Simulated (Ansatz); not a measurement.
# MnSe: the cost of one run

Program: Ansatz 0.2.0. Level of theory: DFT LDA+U (U_eff = 8 eV on Mn d), plane waves, PAW. These are calculated values, not measurements.

The COD entry's cell or inner coordinates are ideal or old and differ from later refinements, so a difference from it is no clean test against experiment.

## (1) The starting structure

The structure is cubic, space group Fm-3m (No. 225). The conventional cell has a = 5.448 Å, b = 5.448 Å, c = 5.448 Å, α = 90.00°, β = 90.00°, γ = 90.00°. Around Mn (site symmetry m-3m) lie 6 Se at 2.72 Å. Around Se (site symmetry m-3m) lie 6 Mn at 2.72 Å.

Structure file:

```
CELL_PARAMETERS angstrom
0.00000 2.72400 2.72400
2.72400 0.00000 2.72400
2.72400 2.72400 0.00000
ATOMIC_POSITIONS crystal
Mn 0.00000 0.00000 0.00000
Se 0.50000 0.50000 0.50000
```

An earlier series on this cell reached its lowest free state from «ferromagnetic start, free, default search», perhaps among other starts.

## (2) Site moments held (series factor 0.95; the input gives the size)

input.yaml

```yaml
crystal:
  lattice:
    - [0.0, 2.72399958, 2.72399958]
    - [2.72399958, 0.0, 2.72399958]
    - [2.72399958, 2.72399958, 0.0]
  atoms:
    - { symbol: Mn, position: [0.0, 0.0, 0.0], spin: 4.4 }
    - { symbol: Se, position: [0.5, 0.5, 0.5] }
basis:
  ecutwfc: 420
  ecutrho_ratio: 4
kpoints:
  mp_grid: { grid: [6, 6, 6] }
hamiltonian:
  xc: lda
  hubbard:
    sites:
      - { site: 0, l: d, u_eff: 8.0, starting_ns: [{ spin: up, occupation_matrix: s0up }, { spin: down, occupation_matrix: s0down }] }
    occupation_matrices:
      s0up:
        matrix:
          - [0.97, 0.0, 0.0, 0.0, 0.0]
          - [0.0, 0.97, 0.0, 0.0, 0.0]
          - [0.0, 0.0, 0.97, 0.0, 0.0]
          - [0.0, 0.0, 0.0, 0.97, 0.0]
          - [0.0, 0.0, 0.0, 0.0, 0.97]
      s0down:
        matrix:
          - [0.02, 0.0, 0.0, 0.0, 0.0]
          - [0.0, 0.02, 0.0, 0.0, 0.0]
          - [0.0, 0.0, 0.02, 0.0, 0.0]
          - [0.0, 0.0, 0.0, 0.02, 0.0]
          - [0.0, 0.0, 0.0, 0.0, 0.02]
    ns_hold: { iters: 8 }
scf:
  occupations: { method: gaussian, width: 0.05 }
  lower_state_search: "off"
  max_iter: 150
output:
  forces: true
  stress: true
  eigenvalues: true
  populations: true
  hubbard: { sites: [{ site: 0, l: d }] }
magnetization:
  spin_polarized: true
  spin_locking: { lock_spins: true }
```

At this filling each channel is wholly full or empty, so no choice of orbitals remains. The typed matrices put 0.97 on the chosen orbitals and 0.02 on the others, and are held for 8 cycles. The lock stays on to the end, so the result is a constrained state.

Run with:

```bash
> ansatz run input.yaml --threads 2 --pin off --max-ram 3072MiB --backend cpu --events-out ev --progress --plain --runs-dir out
```

**Question.** How long does this run take on 2 threads of Arm Neoverse V2, shared host, and how much memory does it need?

About 3.5 s, with a peak of 0.32 GiB.
